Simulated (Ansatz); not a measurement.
HPbNO4 in Ansatz: the effect of functional

Crystal: HPbNO4.

```
H Pb N O
1.0
     4.12040   -0.00081   -0.01120
     0.00404    6.42722    0.05360
     0.02791    3.20707    7.74994
H Pb N O
2 2 2 8
Cartesian
  3.7380 2.9684 3.7875
  1.6795 6.6644 4.0009
  1.6467 4.2515 5.4933
  3.6983 5.3813 2.2951
  2.6193 1.9491 1.6102
  0.5769 7.6848 6.1852
  3.7590 3.8553 4.2210
  2.2235 3.1363 1.5259
  2.2071 1.0645 0.8217
  3.4590 1.6183 2.5274
  1.6973 5.7776 3.5672
  0.1804 6.4980 6.2725
  0.1698 8.5703 6.9754
  1.4117 8.0143 5.2631
```

The cell was built by a generator and needn't be a form met in nature.

Alike in all runs:

| Item | Value |
| --- | --- |
| Program | Ansatz 0.2.0 |
| Task | band structure |
| Potentials or basis | Ansatz PAW |
| k mesh | 7 × 5 × 4 |
| Occupations | fermi-dirac, width 0.05 eV |
| Spin | no spin polarisation |

```tsv
functional	cutoff	gap on the mesh (eV)	pressure (GPa)	largest force (eV/Å)
LDA	420 eV (not typed: the program's choice for these potentials)	?	?	?
PBEsol	420 eV (not typed: the program's choice for these potentials)	3.29	-2.8	0.44
r2SCAN	500 eV (not typed: the program's choice for these potentials)	3.68	-3.3	0.66
```

**Question.** What does the run with functional LDA give?

**Answer.** gap on the mesh 3.21 eV; pressure -6.0 GPa; largest force 1.03 eV/Å.

Caveats: spin-orbit coupling is left out, which as a rule narrows the gap of such compounds by several tenths of an eV; the PAW data sets come from PBE, with cores solved anew for the run's functional, which leaves a small shift of forces and pressure; forces of over 1 eV/Å show positions far from the minimum, so gaps and moduli don't describe the material at rest (some runs).

Runs at the PBE level aren't shown here.
